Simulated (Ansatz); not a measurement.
**BBrH₄OSi: how energies converge with the basis set**

How large a basis does BBrH₄OSi need? Two functionals are run in growing sets.

Method: one geometry, several basis sets; program: Ansatz 0.2.0, Gaussian basis.

Plan: PBE0-D4/def2-SVP; ωB97M-V/def2-SVP; PBE0-D4/def2-QZVPP; ωB97M-V/def2-QZVPP; the functionals' def2-TZVPP values are taken from earlier runs.

### Step 1. The geometry

An earlier PBE0-D4 in a triple-zeta def2 set relaxation fixed the geometry.

8 atoms, charge 0, spin multiplicity 1.

Atoms are counted from 1 here; the program's logs count them from 0.

Bond lengths: B1–O2 1.353 Å, B1–H5 1.203 Å, B1–H6 1.197 Å, O2–Si3 1.647 Å, Si3–Br4 2.209 Å, Si3–H7 1.479 Å, Si3–H8 1.475 Å. Angles: O2–B1–H5 119.8°, O2–B1–H6 117.9°, H5–B1–H6 122.3°, B1–O2–Si3 130.6°, O2–Si3–Br4 109.3°, O2–Si3–H7 110.4°, O2–Si3–H8 107.6°, Br4–Si3–H7 108.1°, Br4–Si3–H8 108.3°, H7–Si3–H8 113.1°.

### Step 2. PBE0-D4 in def2-SVP

The input, in.yaml:

```yaml
crystal:
  periodic: [false, false, false]
  atoms:
    - {symbol: B, position_ang: [-0.499027, 1.477386, -0.260772]}
    - {symbol: O, position_ang: [-0.741930, 0.184476, 0.055375]}
    - {symbol: Si, position_ang: [0.294737, -1.062786, 0.340831]}
    - {symbol: Br, position_ang: [0.537237, -2.247235, -1.507378]}
    - {symbol: H, position_ang: [0.634526, 1.871250, -0.340841]}
    - {symbol: H, position_ang: [-1.439288, 2.194494, -0.444029]}
    - {symbol: H, position_ang: [1.624303, -0.548084, 0.734290]}
    - {symbol: H, position_ang: [-0.318360, -1.926601, 1.366725]}
basis:
  gaussian: {orbitals: def2-SVP}
hamiltonian: {xc: pbe0, dispersion: d4}
output: {orbitals: {seedname: orbitals}}
```

Launch:

```bash
> ansatz run in.yaml --threads 4 --pin off --events-out ev --progress --plain --max-ram 10444MiB
```

After this run come: ωB97M-V in def2-SVP; PBE0-D4 in def2-QZVPP; ωB97M-V in def2-QZVPP.

Before running them: what should the planned runs give, taken together? Wanted: PBE0-D4: double and triple zeta above quadruple; ωB97M-V: double and triple zeta above quadruple.

**Answer**, as computed:

```
                                       quantity           value
PBE0-D4: double and triple zeta above quadruple  16.58, 1.88 eV
ωB97M-V: double and triple zeta above quadruple  16.58, 1.79 eV
```

**Reading.** For PBE0-D4 the step from double to triple zeta gains 14.70 eV and the next only 1.88 eV. Total energies overstate the basis error of differences, where much of it tends to cancel.
